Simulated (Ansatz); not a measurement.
# Pd (Pd, A15): the cost of one run

Computed with Ansatz 0.2.0 (DFT LDA (PW92), plane waves (420 eV) with PAW, scalar-relativistic; the PAW data stem from PBE, with regenerated cores, unless a step says otherwise).

## Step 1: The starting structure

Symmetry: Pm-3n, No. 223, cubic system. Conventional cell: a = 4.901 Å, b = 4.901 Å, c = 4.901 Å, α = 90.00°, β = 90.00°, γ = 90.00°. Pd (site symmetry m-3) has 12 Pd at 2.74 Å as nearest neighbours. Pd (site symmetry -4m2) is surrounded by 6 Pd at 2.45 to 2.74 Å.

Coordinates:

```cif
data_structure
_symmetry_space_group_name_H-M 'P 1'
_symmetry_Int_Tables_number 1
_cell_length_a 4.9008
_cell_length_b 4.9008
_cell_length_c 4.9008
_cell_angle_alpha 90.000
_cell_angle_beta 90.000
_cell_angle_gamma 90.000
_cell_volume 117.71
loop_
_atom_site_label
_atom_site_type_symbol
_atom_site_fract_x
_atom_site_fract_y
_atom_site_fract_z
_atom_site_occupancy
Pd1 Pd 0.00000 0.00000 0.00000 1
Pd2 Pd 0.50000 0.50000 0.50000 1
Pd3 Pd 0.25000 0.00000 0.50000 1
Pd4 Pd 0.75000 0.00000 0.50000 1
Pd5 Pd 0.50000 0.25000 0.00000 1
Pd6 Pd 0.50000 0.75000 0.00000 1
Pd7 Pd 0.00000 0.50000 0.25000 1
Pd8 Pd 0.00000 0.50000 0.75000 1
```

## Step 2: Relaxation of the cell

input.yaml reads:

```yaml
crystal:
  lattice:
    - [4.9008408999, 0.0, 0.0]
    - [0.0, 4.9008408999, 0.0]
    - [0.0, 0.0, 4.9008408999]
  atoms:
    - { symbol: Pd, position: [0.0, 0.0, 0.0] }
    - { symbol: Pd, position: [0.5, 0.5, 0.5] }
    - { symbol: Pd, position: [0.25, 0.0, 0.5] }
    - { symbol: Pd, position: [0.75, 0.0, 0.5] }
    - { symbol: Pd, position: [0.5, 0.25, 0.0] }
    - { symbol: Pd, position: [0.5, 0.75, 0.0] }
    - { symbol: Pd, position: [0.0, 0.5, 0.25] }
    - { symbol: Pd, position: [0.0, 0.5, 0.75] }
hamiltonian:
  xc: lda
  pseudopotentials:
    kind: paw
    azcp:
      Pd: "pseudopotentials/Pd.paw.azcp"
basis:
  ecutwfc: 420
  fft_grid_basis: typed
kpoints:
  mp_grid: { grid: [5, 5, 5], shift: [0, 0, 0] }
magnetization:
  spin_polarized: false
scf:
  occupations: { method: fermi_dirac, width: 0.1 }
relax:
  max_steps: 60
  f_tol: 0.01
  cell: {}
```

Q: Estimate wall time and peak memory on 2 threads of an x86-64 CPU, shared host.

About 17 s, with a peak of 0.62 GiB.
